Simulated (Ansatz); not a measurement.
# AlO2 (Cmcm) in Ansatz: relaxation of cell and atoms with PBEsol

Aim: the relaxation of cell and atoms of AlO2 with PBEsol.

Everything below comes from runs of Ansatz 0.2.0. Logs are shortened: lines on timing, memory, paths and dates and some standing lists are left out, and cuts for length are marked.

**1. The crystal as given**

It takes space group Cmcm (No. 63, orthorhombic). Conventional cell: a = 2.976 Å, b = 10.806 Å, c = 3.647 Å, α = 90.00°, β = 90.00°, γ = 90.00°. Around Al (site symmetry m2m) lie 6 O at 1.87 to 2.02 Å. O (site symmetry m2m) has 2 Al at 1.88 Å as nearest neighbours. Around O (site symmetry m2m) lie 4 Al at 1.87 to 2.02 Å.

The cell comes from a database or a generator and needn't be the stable form of this composition.

**2. Relaxation of cell and atoms, PBEsol**

input.yaml

```yaml
crystal:
  lattice:
    - [1.488162, -5.402833, 0.0]
    - [1.488162, 5.402833, 0.0]
    - [0.0, 0.0, 3.646612]
  atoms:
    - { symbol: Al, position: [0.668133, 0.331867, 0.75] }
    - { symbol: Al, position: [0.331867, 0.668133, 0.25] }
    - { symbol: O, position: [0.061072, 0.938928, 0.75] }
    - { symbol: O, position: [0.938928, 0.061072, 0.25] }
    - { symbol: O, position: [0.294184, 0.705816, 0.75] }
    - { symbol: O, position: [0.705816, 0.294184, 0.25] }
hamiltonian:
  xc: pbesol
  pseudopotentials: { kind: paw }
kpoints:
  mp_grid: { grid: [9, 9, 7] }
scf:
  occupations: { method: fermi_dirac, width: 0.05 }
output:
  forces: true
  stress: true
  eigenvalues: true
relax:
  f_tol: 0.01
  max_steps: 40
  cell: { stress_tol: 0.05 }
```

Potentials or basis: Ansatz PAW.

Launch:

```sh
$ ansatz run input.yaml --threads 2 --pin off --max-ram 5632MiB --backend cpu --events-out ev --progress --plain --runs-dir out
```

Output:

```text
Warning: RAYON_NUM_THREADS=2 ignored (pool sized by the plan → 2); use --threads N
Engine: ansatz 0.2.0, x86_64-unknown-linux-gnu
Pseudopotentials: kind: paw
Pseudopotential: Al, paw, valence charge 3, recommended cutoff 420 eV (normal), Al.paw.azcp
Pseudopotential: O, paw, valence charge 6, recommended cutoff 420 eV (normal), O.paw.azcp
Functional definition: PBEsol
  exchange = pbesol_x
  correlation = pbesol_c
Crystal: 6 atoms, lattice volume = 58.640 Å³
Basis set: ecut = 420 eV, 1139 PW (Γ), exchange–correlation on 80×80×50 points (8 copies of the dense FFT grid, shifted against one another)
Bands: 21, of which v1, the nominal top of the filled ones, is band 15 counted from 1 (14 counted from 0)
Symmetry: 8 space group operations
Space group: Cmcm (ITA 63), of the structure as read, at distance tolerance 3.9e-5 Å
k-points: 100 of 567
Non-local potential: Al, projectors of the file, l = 0: 2, l = 1: 2, l = 2: 1
Non-local potential: O, projectors of the file, l = 0: 2, l = 1: 2, l = 2: 1
PAW form: soft (Blöchl's): semilocal exchange-correlation on the pseudo side does not see the compensation charge
PAW frozen core: Al, regenerated for the run's functional, and the local potential with it (the file was generated under x = pbe(κ = 0.804, μ = 0.2195149727645171), c = pbe(β = 0.06672455060314922))
PAW frozen core: O, regenerated for the run's functional, and the local potential with it (the file was generated under x = pbe(κ = 0.804, μ = 0.2195149727645171), c = pbe(β = 0.06672455060314922))
PAW one-centre angular grid: Al, 110 points (default); XC on 64 Gauss nodes
PAW one-centre angular grid: O, 110 points (default); XC on 64 Gauss nodes
Initial density: superposition of atomic densities (neutral atoms: chi_scale 0, normalization atom), corrected by the library's trained network
Initial wavefunctions: pseudopotential atomic-orbital guess
Functional: x = pbesol(κ = 0.804, μ = 0.12345679012345678), c = pbesol(β = 0.046)
SCF iter   1: F=—  HF=-3294.804435 eV  |F-HF|=—  |Δ(HF+E_count)|=         —  Δρ=1.46e-2  dr2=7.66e-2  ethr=1.77e-3  ⟨swp⟩=6.6  Hψ=11496  notcnv=0  defer=11
preconditioner: auto → Kerker (q_TF=auto, 2.440 Å⁻¹)  [metal: Δε(μ)=0.017 eV  Ē_g=15.486 eV  σ=0.050 eV  W_gap=0.08  n_scr=14 (ndim 8)  ℏωp=26.6 eV  f_vac=0.003  D(μ)=4.68/eV (n_scr^D=50)]
SCF iter   2: F=—  HF=-3294.783554 eV  |F-HF|=—  |Δ(HF+E_count)|=   2.09e-2  Δρ=4.81e-3  dr2=1.07e-2  ethr=2.55e-4  ⟨swp⟩=3.0  Hψ=4208  notcnv=0  defer=100
SCF iter   3: F=—  HF=-3294.780965 eV  |F-HF|=—  |Δ(HF+E_count)|=   2.59e-3  Δρ=1.01e-3  dr2=6.35e-4  ethr=3.57e-5  ⟨swp⟩=2.0  Hψ=3134  notcnv=0  defer=100
SCF iter   4: F=—  HF=-3294.781019 eV  |F-HF|=—  |Δ(HF+E_count)|=   5.45e-5  Δρ=2.37e-4  dr2=8.27e-5  ethr=2.12e-6  ⟨swp⟩=2.0  Hψ=3168  notcnv=0  defer=100
SCF iter   5: F=—  HF=-3294.781032 eV  |F-HF|=—  |Δ(HF+E_count)|=   1.27e-5  Δρ=9.44e-5  dr2=1.83e-5  ethr=2.76e-7  ⟨swp⟩=2.1  Hψ=3443  notcnv=0  defer=100
SCF iter   6: F=—  HF=-3294.781030 eV  |F-HF|=—  |Δ(HF+E_count)|=   2.05e-6  Δρ=2.93e-5  dr2=1.35e-6  ethr=6.09e-8  ⟨swp⟩=2.6  Hψ=3529  notcnv=0  defer=100
SCF iter   7: F=-3294.781030 eV  HF=-3294.781030 eV  |F-HF|=1.12e-8  |Δ(HF+E_count)|=   1.70e-7  Δρ=1.17e-5  dr2=7.75e-8  ethr=3.33e-10  ⟨swp⟩=7.8  Hψ=10626  notcnv=0
SCF 1 converged in 7 iterations: F = -3294.781030 eV  dr2 = 7.75e-8
relax step   1: F+E_penalty+E_count = -3294.78102952 eV  Δ(F+E_penalty+E_count) = +0.000e0 eV  max|allowed force component| = 6.407e-1 eV/Å  Δτ_max = 0.0000 Å  P = -5.942 GPa  Ω = 58.640 Å³  (7 SCF iters, dr2 threshold 1.00e-7 eV, accepted)
Crystal: 6 atoms, lattice volume = 55.017 Å³
Basis set: ecut = 420 eV, 1057 PW (Γ), exchange–correlation on 80×80×50 points (8 copies of the dense FFT grid, shifted against one another)
Initial density: handed on by an earlier stage of this run
Initial wavefunctions: those handed on with the density
iter 1 solved again at ethr=1.13e-3 eV; its pass at ethr=3.10e-3 eV (dr2=3.38e-1 eV) is discarded
SCF iter   1: F=—  HF=-3295.237376 eV  |F-HF|=—  |Δ(HF+E_count)|=         —  Δρ=3.39e-2  dr2=3.38e-1  ethr=1.13e-3  ⟨swp⟩=1.6  Hψ=12265  notcnv=0
preconditioner: auto → Kerker (q_TF=auto, 2.466 Å⁻¹)  [metal: Δε(μ)=0.040 eV  Ē_g=15.955 eV  σ=0.050 eV  W_gap=0.20  n_scr=14 (ndim 8)  ℏωp=27.4 eV  f_vac=0.000  D(μ)=1.08/eV (n_scr^D=4)]
SCF iter   2: F=—  HF=-3295.172209 eV  |F-HF|=—  |Δ(HF+E_count)|=   6.52e-2  Δρ=1.57e-2  dr2=1.01e-1  ethr=1.13e-3  ⟨swp⟩=2.0  Hψ=2508  notcnv=0
SCF iter   3: F=—  HF=-3295.148324 eV  |F-HF|=—  |Δ(HF+E_count)|=   2.39e-2  Δρ=2.86e-3  dr2=1.15e-2  ethr=3.38e-4  ⟨swp⟩=2.0  Hψ=2849  notcnv=0  defer=34
SCF iter   4: F=—  HF=-3295.145475 eV  |F-HF|=—  |Δ(HF+E_count)|=   2.85e-3  Δρ=9.10e-4  dr2=1.98e-3  ethr=3.84e-5  ⟨swp⟩=1.1  Hψ=2619  notcnv=0  defer=34
SCF iter   5: F=—  HF=-3295.144885 eV  |F-HF|=—  |Δ(HF+E_count)|=   5.90e-4  Δρ=4.02e-4  dr2=1.63e-4  ethr=6.61e-6  ⟨swp⟩=2.1  Hψ=3120  notcnv=0  defer=34
SCF iter   6: F=—  HF=-3295.144839 eV  |F-HF|=—  |Δ(HF+E_count)|=   4.60e-5  Δρ=1.52e-4  dr2=1.54e-5  ethr=5.43e-7  ⟨swp⟩=2.5  Hψ=3376  notcnv=0  defer=34
SCF iter   7: F=—  HF=-3295.144838 eV  |F-HF|=—  |Δ(HF+E_count)|=   1.04e-6  Δρ=3.82e-5  dr2=8.54e-7  ethr=5.15e-8  ⟨swp⟩=2.2  Hψ=3100  notcnv=0  defer=34
SCF iter   8: F=-3295.144838 eV  HF=-3295.144838 eV  |F-HF|=3.51e-8  |Δ(HF+E_count)|=   4.51e-7  Δρ=7.95e-6  dr2=3.14e-8  ethr=2.00e-9  ⟨swp⟩=8.5  Hψ=9655  notcnv=0
SCF 2 converged in 8 iterations: F = -3295.144838 eV  dr2 = 3.14e-8
[... 114 lines left out ...]
SCF iter   3: F=—  HF=-3295.700097 eV  |F-HF|=—  |Δ(HF+E_count)|=   7.26e-6  Δρ=6.38e-5  dr2=1.67e-6  ethr=7.34e-8  ⟨swp⟩=2.3  Hψ=3299  notcnv=0
iter 4 did not close the SCF: its close was put off for the readings that it lacked (scf_convergence_deferred on its scf_iter line)
SCF iter   4: F=-3295.700097 eV  HF=-3295.700097 eV  |F-HF|=1.60e-9  |Δ(HF+E_count)|=   3.39e-7  Δρ=1.01e-5  dr2=1.98e-8  ethr=5.56e-9  ⟨swp⟩=2.6  Hψ=3597  notcnv=0
iter 5 did not close the SCF: its close was put off for the readings that it lacked (scf_convergence_deferred on its scf_iter line)
SCF iter   5: F=-3295.700097 eV  HF=-3295.700097 eV  |F-HF|=1.46e-11  |Δ(HF+E_count)|=   4.16e-9  Δρ=1.61e-6  dr2=7.02e-10  ethr=6.59e-11  ⟨swp⟩=2.6  Hψ=3586  notcnv=0
SCF iter   6: F=-3295.700097 eV  HF=-3295.700097 eV  |F-HF|=9.09e-13  |Δ(HF+E_count)|=  1.58e-10  Δρ=2.73e-7  dr2=2.71e-11  ethr=2.34e-12  ⟨swp⟩=1.0  Hψ=5644  notcnv=0
SCF 11 converged in 6 iterations: F = -3295.700097 eV  dr2 = 2.71e-11
relax step  11: F+E_penalty+E_count = -3295.70009653 eV  Δ(F+E_penalty+E_count) = -1.892e-3 eV  max|allowed force component| = 1.659e-2 eV/Å  Δτ_max = 0.0008 Å  P = +0.078 GPa  Ω = 51.528 Å³  energy of the carried Pulay correction = +1.373e-3 eV  (6 SCF iters, dr2 threshold 6.00e-7 eV, accepted)
Crystal: 6 atoms, lattice volume = 51.531 Å³
iter 1 solved again at ethr=2.39e-8 eV; its pass at ethr=3.10e-3 eV (dr2=7.16e-6 eV) is discarded
SCF iter   1: F=—  HF=-3295.700131 eV  |F-HF|=—  |Δ(HF+E_count)|=         —  Δρ=2.16e-4  dr2=6.85e-6  ethr=2.39e-8  ⟨swp⟩=2.1  Hψ=10516  notcnv=0
[... 10 lines left out ...]
relax step  12: F+E_penalty+E_count = -3295.70012028 eV  Δ(F+E_penalty+E_count) = -2.375e-5 eV  max|allowed force component| = 4.722e-4 eV/Å  Δτ_max = 0.0009 Å  P = -0.000 GPa  Ω = 51.531 Å³  energy of the carried Pulay correction = +1.371e-3 eV  (6 SCF iters, dr2 threshold 5.71e-8 eV, accepted)
iter 1 solved again at ethr=3.37e-8 eV; its pass at ethr=3.10e-3 eV (dr2=1.01e-5 eV) is discarded
SCF iter   1: F=—  HF=-3295.698830 eV  |F-HF|=—  |Δ(HF+E_count)|=         —  Δρ=4.49e-5  dr2=1.47e-7  ethr=3.37e-8  ⟨swp⟩=3.2  Hψ=17002  notcnv=0
SCF iter   2: F=—  HF=-3295.698822 eV  |F-HF|=—  |Δ(HF+E_count)|=   8.07e-6  Δρ=2.02e-5  dr2=2.65e-8  ethr=4.90e-10  ⟨swp⟩=2.0  Hψ=3203  notcnv=0
SCF iter   3: F=—  HF=-3295.698822 eV  |F-HF|=—  |Δ(HF+E_count)|=   4.94e-8  Δρ=4.14e-6  dr2=1.28e-9  ethr=8.83e-11  ⟨swp⟩=2.1  Hψ=3607  notcnv=0
iter 4 did not close the SCF: its close was put off for the readings that it lacked (scf_convergence_deferred on its scf_iter line)
SCF iter   4: F=-3295.698822 eV  HF=-3295.698822 eV  |F-HF|=1.77e-11  |Δ(HF+E_count)|=   2.28e-9  Δρ=3.80e-7  dr2=2.37e-11  ethr=4.28e-12  ⟨swp⟩=2.0  Hψ=3465  notcnv=0
iter 5 did not close the SCF: its close was put off for the readings that it lacked (scf_convergence_deferred on its scf_iter line)
SCF iter   5: F=-3295.698822 eV  HF=-3295.698822 eV  |F-HF|=1.82e-12  |Δ(HF+E_count)|=  1.96e-11  Δρ=9.87e-8  dr2=1.99e-12  ethr=1.00e-12  ⟨swp⟩=1.0  Hψ=2100  notcnv=0
iter 6 did not close the SCF: its close was put off for the readings that it lacked (scf_convergence_deferred on its scf_iter line)
SCF iter   6: F=-3295.698822 eV  HF=-3295.698822 eV  |F-HF|=0.00e0  |Δ(HF+E_count)|=  1.82e-12  Δρ=8.88e-9  dr2=2.46e-14  ethr=1.00e-12  ⟨swp⟩=1.0  Hψ=2100  notcnv=0
iter 7 did not close the SCF: its close was put off for the readings that it lacked (scf_convergence_deferred on its scf_iter line)
SCF iter   7: F=-3295.698822 eV  HF=-3295.698822 eV  |F-HF|=0.00e0  |Δ(HF+E_count)|=    0.00e0  Δρ=2.93e-9  dr2=3.26e-15  ethr=1.00e-12  ⟨swp⟩=1.0  Hψ=2100  notcnv=0
SCF iter   8: F=-3295.698822 eV  HF=-3295.698822 eV  |F-HF|=9.09e-13  |Δ(HF+E_count)|=    0.00e0  Δρ=4.73e-10  dr2=8.42e-17  ethr=1.00e-12  ⟨swp⟩=1.2  Hψ=4623  notcnv=0
SCF 13 converged in 8 iterations: F = -3295.698822 eV  dr2 = 8.42e-17
relax step  13: F+E_penalty+E_count = -3295.69882234 eV  Δ(F+E_penalty+E_count) = +1.298e-3 eV  max|allowed force component| = 4.273e-4 eV/Å  Δτ_max = 0.0000 Å  P = -0.032 GPa  Ω = 51.531 Å³  stress off target by 4.12e-2 GPa  SCF on the basis re-selected at this cell (its energy is not comparable with the rows above)  (8 SCF iters)
basis re-selected at this cell: Δ(F+E_penalty+E_count) = +1.298e-3 eV, ΔP = -0.032 GPa vs the last step (what re-selecting the basis moved, of the pressure what is left beyond the Pulay correction that the steps carried, after the strain that the cell walked since its last selection, with what the two solves' SCF thresholds leave and, on support functions, any second-order correction that the steps lacked; it is no measure of the basis error at this ecutwfc). This SCF's stress stands 4.12e-2 GPa from its target on what of the cell is left free (relax.cell.stress_tol is 5.00e-2 GPa) and its largest allowed force component is 4.27e-4 eV/Å (relax.f_tol is 1.00e-2 eV/Å): within both
SCF converged after 8 iterations
Free energy (F): -3295.698822 eV
Harris-Foulkes:  -3295.698822 eV  (|F-HF|=9.09e-13)
Internal energy: -3295.698815 eV  (E = F + TS)
E sigma→0 (E₀):  -3295.698819 eV
Entropy (-TS):   -0.000007 eV (-0.001 meV/atom)
Fermi energy:    7.975444 eV
--- Per-component energies (eV) ---
  E_band       = 11.958230
  E_kinetic    = 756.197340
  E_local      = -1284.238166  (includes V_loc(G=0)·N_el)
  E_nonlocal   = 211.680587
  E_hartree    = 457.262716
  E_xc         = -373.749239
  E_vxc        = -437.102007  (∫ρ·V_xc dr)
  E_paw        = -1518.060160  (= ΣΔE_a)
  E_vpaw       = -149.114610  (= ΣTr[D̂ρ^β])
  E_aug_tail   = 0.009653  (compensation charges beyond the density's cutoff)
  E_ewald      = -1544.980977
  E_core_change = 0.179430  (= ΣΔE_core)
  E_smearing   = -0.000007  (= −TS)
  E_closure    = -0.000000  (closes the sum)
  Σ components = -3295.698822   (vs F -3295.698822, Δ=0.00e0)
--- Forces (eV/Å), atoms counted from 1 ---
  atom   1  Al     0.00000000    -0.00042735     0.00000000
  atom   2  Al    -0.00000000     0.00042735    -0.00000000
  atom   3  O      0.00000000     0.00041402    -0.00000000
  atom   4  O     -0.00000000    -0.00041402     0.00000000
  atom   5  O     -0.00000000    -0.00026508    -0.00000000
  atom   6  O      0.00000000     0.00026508     0.00000000
  max |Σ_I F_I| component: 3.47e-18 eV/Å
--- Stress (GPa, compression-positive) ---
       -0.032593       0.000000       0.000000
        0.000000      -0.041186       0.000000
        0.000000       0.000000      -0.023004
  P = ⅓ Tr σ = -0.0323 GPa (-0.323 kbar)
--- Band table (eV; the first three rows and the last of 100) ---
  k-point 0: bands = ["-12.7024", "-10.9361", "-8.7991", "-8.0664", "0.6439", "1.6464", "2.2588", "3.8913", "4.2664", "4.3321", "5.6905", "6.1898", "6.7855", "6.8140", "7.2467", "10.0393", "13.1076", "16.3539", "17.2070", "18.8555", "19.7341"]
  k-point 1: bands = ["-12.5498", "-10.8209", "-8.9768", "-8.3399", "0.9260", "1.0520", "3.3402", "3.3449", "4.3743", "4.4484", "5.7842", "6.1678", "6.6399", "6.8582", "7.0640", "9.7887", "13.4934", "16.5913", "17.0542", "18.3360", "19.8788"]
  k-point 2: bands = ["-12.1026", "-10.4923", "-9.5926", "-8.8757", "0.5465", "1.9564", "2.3092", "4.6842", "4.7858", "4.8686", "5.3914", "6.2212", "6.2456", "6.5803", "6.9803", "9.2905", "14.2925", "16.6491", "16.8007", "17.8813", "20.3222"]
  k-point 99: bands = ["-10.9328", "-10.6472", "-10.0729", "-9.8900", "1.5728", "2.2499", "2.9341", "3.8274", "4.8325", "5.2761", "5.5231", "5.6978", "5.8553", "6.1269", "7.1535", "8.5628", "15.5249", "16.1643", "17.5060", "17.8617", "19.5866"]
--- Relaxed structure (11 steps of the walk, 11 accepted, 2 SCFs on fresh bases) ---
  F+E_penalty+E_count = -3295.69882234 eV   max|allowed force component| = 4.273e-4 eV/Å   (the final SCF, on the basis selected at the relaxed cell)
  cell:  # Å, volume = 51.5308 Å³
    - [1.456569136740407, -4.924755603322533, 0.0]
    - [1.456569136740407, 4.924755603322533, 0.0]
    - [0.0, 0.0, 3.591875993786865]
  atoms:
    - { symbol: Al, position: [0.6617127840095891, 0.3382872159904108, 0.75] }
    - { symbol: Al, position: [0.3382872159904108, 0.6617127840095891, 0.25000000000000006] }
    - { symbol: O, position: [0.02832750166075193, 0.971672498339248, 0.75] }
    - { symbol: O, position: [0.971672498339248, 0.02832750166075193, 0.25000000000000006] }
    - { symbol: O, position: [0.295089241282836, 0.7049107587171639, 0.75] }
    - { symbol: O, position: [0.7049107587171639, 0.295089241282836, 0.25000000000000006] }
```

Run time: 25 s. Hardware: 2 threads of Intel Xeon 6975P-C (Granite Rapids), shared host; peak memory 0.47 GiB.

What came out:

```yaml
Free_energy: -3295.6988 eV
Relaxed_volume: 8.59 Å³/atom
Relaxed_cell: a = 5.136 Å, b = 5.136 Å, c = 3.592 Å, α = 90.00°, β = 90.00°, γ = 147.05°
Space_group_after_relaxing_to_0.05_Å: Cmcm (No. 63)
Energy_gained_by_relaxing: 153.0 meV/atom
Ionic_steps: 13
Pressure_after_relaxing: 0.0 GPa
Band_gap_on_the_k_mesh: 0.98 eV, indirect (least direct gap 1.05 eV)
```

The path:
```
step  energy change (eV)  largest force (eV/Å)  volume (Å³)
   1              0.0000                0.6407        58.64
   2             -0.3638                1.8085        55.02
   3             -0.7123                1.5392        52.23
   4             -0.7477                1.1744        49.29
   5             -0.9258                0.2319        52.18
   6             -0.9356                0.0989        51.74
   7             -0.9368                0.0297        51.70
   8             -0.9367                0.0045        51.73
   9             -0.9366                0.0012        51.74
  10             -0.9172                0.0011        51.74
  11             -0.9191                0.0166        51.53
  12             -0.9191                0.0005        51.53
  13             -0.9178                0.0004        51.53
```

Final structure:
```yaml
crystal:
  lattice:
    - [1.45657, -4.92476, 0.00000]
    - [1.45657, 4.92476, 0.00000]
    - [0.00000, 0.00000, 3.59188]
  atoms:
    - { symbol: Al, position: [0.66171, 0.33829, 0.75000] }
    - { symbol: Al, position: [0.33829, 0.66171, 0.25000] }
    - { symbol: O, position: [0.02833, 0.97167, 0.75000] }
    - { symbol: O, position: [0.97167, 0.02833, 0.25000] }
    - { symbol: O, position: [0.29509, 0.70491, 0.75000] }
    - { symbol: O, position: [0.70491, 0.29509, 0.25000] }
```

Caveat: odd divisions of the mesh miss points on the zone boundary, where band edges often lie, so the gap on the mesh can be too wide; the plane-wave basis is chosen anew once the cell has moved, so the energies of steps on either side of that aren't comparable; the pressure holds a Pulay correction of +1.0 GPa for the finite cutoff; the PAW data sets come from PBE, with cores solved anew for the run's functional, which leaves a small shift of forces and pressure.
